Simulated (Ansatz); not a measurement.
**Ag: stress in a strained cell**

Aim: deform Ag (equal xx and yy strain of -2 %) and compute stress, forces and field gradients with LAPW, PAW and all-electron datasets made for the crystal.

Method: DFT LDA, scalar-relativistic, in Ansatz 0.2.0.

## 1. The starting structure

Symmetry: Fm-3m, No. 225, cubic system. Conventional cell: a = 4.086 Å, b = 4.086 Å, c = 4.086 Å, α = 90.00°, β = 90.00°, γ = 90.00°. Ag (site symmetry m-3m) is surrounded by 12 Ag at 2.89 Å.

Structure file:

```
Ag
1.0
     0.00000    2.04310    2.04310
     2.04310    0.00000    2.04310
     2.04310    2.04310    0.00000
Ag
1
Direct
  0.00000 0.00000 0.00000
```

## 2. After the deformation

Space group Fm-3m before, I4/mmm after.

## 3. All-electron LAPW

input.yaml

```yaml
crystal:
  lattice:
    - [0.0, 2.002238, 2.0431]
    - [2.002238, 0.0, 2.0431]
    - [2.002238, 2.002238, 0.0]
  atoms:
    - { symbol: Ag, position: [0.0, 0.0, 0.0] }
kpoints:
  mp_grid: { grid: [15, 15, 15] }
  band_path:
    path:
      - [0.0, 0.0, 0.0]
      - [0.0, 0.5, 0.5]
      - [0.25, 0.75, 0.5]
      - [0.0, 0.5, 0.0]
      - [0.0, 0.0, 0.0]
      - [0.5, 0.5, 0.0]
      - [0.37005, 0.62995, 0.0]
      - [-0.37005, 0.37005, 0.0]
      - [0.0, 0.0, 0.0]
    npoints: 5
scf:
  occupations: { method: fermi_dirac, width: 0.05 }
hamiltonian:
  xc: lda
  pseudopotentials: { kind: all_electron, lapw: { basis_error: 0.001 } }
output:
  forces: true
  stress: true
  eigenvalues: true
```

Run with:

```
ansatz run input.yaml --threads 1 --pin off --max-ram 3072MiB --backend cpu --events-out ev --progress --plain --runs-dir out
```

## 4. PAW with frozen cores

input.yaml

```yaml
crystal:
  lattice:
    - [0.0, 2.002238, 2.0431]
    - [2.002238, 0.0, 2.0431]
    - [2.002238, 2.002238, 0.0]
  atoms:
    - { symbol: Ag, position: [0.0, 0.0, 0.0] }
kpoints:
  mp_grid: { grid: [15, 15, 15] }
scf:
  occupations: { method: fermi_dirac, width: 0.05 }
hamiltonian:
  xc: lda
  pseudopotentials: { kind: paw }
output:
  forces: true
  stress: true
  eigenvalues: true
  efg: { contact_densities: true }
```

## 5. All-electron PAW on datasets made for the crystal

input.yaml, as its differences from that of step 4:

```diff
@@ -13,3 +13,3 @@
   xc: lda
-  pseudopotentials: { kind: paw }
+  pseudopotentials: { kind: all_electron, datasets: crystal }
 output:
```

(Steps that only read results are left out.)

What does the calculation give? Wanted: pressure; largest shear or deviatoric stress.

As calculated:

```
                                 quantity                                              value
                                 pressure  LAPW -3.05, PAW -3.06, crystal datasets -3.05 GPa
largest shear or deviatoric stress (LAPW)                                           0.43 GPa
```

**Reading.** The largest part of the stress beyond the pressure is 0.43 GPa in size, in the zz component. No run of the undeformed cell stands beside it, so the pressure holds what the given cell had before the change. PAW: stress within 0.01 GPa of LAPW. Crystal datasets: stress within 0.01 GPa of LAPW.
